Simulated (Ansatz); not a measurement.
# H2OSTe (SMILES SO[TeH]): single points off equilibrium

A test off equilibrium: a structure displaced at random from a GFN2-xTB minimum is computed at several levels, and each is set against CCSD(T).

Computed with Ansatz 0.2.0, Gaussian basis. Level: single points in def2-TZVPP.

Cores are frozen in the correlated methods. Filled d shells of the heavier atoms are correlated. Core potentials replace the inner electrons past krypton, and spin-orbit coupling is left out.

### 1 Where the work starts

5 atoms, charge 0, spin multiplicity 1.

Atoms are counted from 1 here; the program's logs count them from 0.

Bond lengths: S1–O2 1.692 Å, S1–H4 1.363 Å, O2–Te3 2.053 Å, Te3–H5 1.581 Å. Angles: O2–S1–H4 96.2°, S1–O2–Te3 122.5°, O2–Te3–H5 90.7°.

As a file:

```
S    -1.3484   -0.9960   -0.0841
O    -0.3701   -0.0204    0.8928
Te    1.6739    0.0241    0.7099
H    -1.5334   -0.0763   -1.0733
H     1.5669    1.0851   -0.4571
```

### 2 CCSD(T)/def2-TZVPP

run/in.yaml

```yaml
crystal:
  periodic: [false, false, false]
  atoms:
    - {symbol: S, position_ang: [-1.348400, -0.996000, -0.084100]}
    - {symbol: O, position_ang: [-0.370100, -0.020400, 0.892800]}
    - {symbol: Te, position_ang: [1.673900, 0.024100, 0.709900]}
    - {symbol: H, position_ang: [-1.533400, -0.076300, -1.073300]}
    - {symbol: H, position_ang: [1.566900, 1.085100, -0.457100]}
basis:
  gaussian: {orbitals: def2-TZVPP}
correlation: {method: ccsd_t}
output: {forces: true}
```

The command line of these runs was not kept.

### 3 PBE0-D4/def2-TZVPP

Changes to run/in.yaml since step 2:

```diff
@@ -10,3 +10,3 @@
   gaussian: {orbitals: def2-TZVPP}
-correlation: {method: ccsd_t}
-output: {forces: true}
+hamiltonian: {xc: pbe0, dispersion: d4}
+output: {forces: true, orbitals: {seedname: orbitals}}
```

### 4 wB97M-V/def2-TZVPP

Changes to run/in.yaml since step 3:

```diff
@@ -10,3 +10,3 @@
   gaussian: {orbitals: def2-TZVPP}
-hamiltonian: {xc: pbe0, dispersion: d4}
-output: {forces: true, orbitals: {seedname: orbitals}}
+hamiltonian: {xc: {name: wB97M-V}}
+output: {forces: true}
```

### 5 r2SCAN-D4/def2-TZVPP

Changes to run/in.yaml since step 4:

```diff
@@ -10,3 +10,3 @@
   gaussian: {orbitals: def2-TZVPP}
-hamiltonian: {xc: {name: wB97M-V}}
+hamiltonian: {xc: r2scan, dispersion: d4}
 output: {forces: true}
```

### 6 PBE-D4/def2-TZVPP

Changes to run/in.yaml since step 5:

```diff
@@ -10,3 +10,3 @@
   gaussian: {orbitals: def2-TZVPP}
-hamiltonian: {xc: r2scan, dispersion: d4}
+hamiltonian: {xc: pbe, dispersion: d4}
 output: {forces: true}
```

### 7 r2SCANh-D4/def2-TZVPP

Changes to run/in.yaml since step 6:

```diff
@@ -10,3 +10,3 @@
   gaussian: {orbitals: def2-TZVPP}
-hamiltonian: {xc: pbe, dispersion: d4}
+hamiltonian: {xc: {name: r2SCANh}, dispersion: d4}
 output: {forces: true}
```

### 8 revPBE-D4/def2-TZVPP

Changes to run/in.yaml since step 7:

```diff
@@ -10,3 +10,3 @@
   gaussian: {orbitals: def2-TZVPP}
-hamiltonian: {xc: {name: r2SCANh}, dispersion: d4}
+hamiltonian: {xc: {name: revPBE}, dispersion: d4}
 output: {forces: true}
```

(Steps that only read results are left out.)

Before running it: what results should come out? Wanted: energy less free atoms, CCSD(T)/def2-TZVPP; RMS force component; RMS force error; HOMO and LUMO, PBE0-D4; T1 diagnostic.

The runs gave:

| quantity | value |
| --- | --- |
| energy less free atoms, CCSD(T)/def2-TZVPP | -1110.1 kJ/mol |
| RMS force component | 0.661 to 0.766 eV/Å over the methods |
| RMS force error | PBE0-D4 0.214, wB97M-V 0.135, r2SCAN-D4 0.215, PBE-D4 0.363, r2SCANh-D4 0.191, revPBE-D4 0.394 eV/Å |
| HOMO and LUMO, PBE0-D4 | -6.64 and -2.72 eV |
| T1 diagnostic | 0.017 |

What this shows: Against CCSD(T) the functionals' energies less atoms differ by -120.0 to -29.9 kJ/mol, PBE-D4 by -120.0 kJ/mol. CCSD(T) in triple zeta still lacks some correlation energy of the bonds, so part of these gaps is its own basis error and they don't rank the functionals. The forces of wB97M-V come nearest to CCSD(T), those of revPBE-D4 are farthest. Frozen-core CCSD(T) forces in triple zeta carry basis errors of their own, and this is one geometry, so small gaps rank nothing.
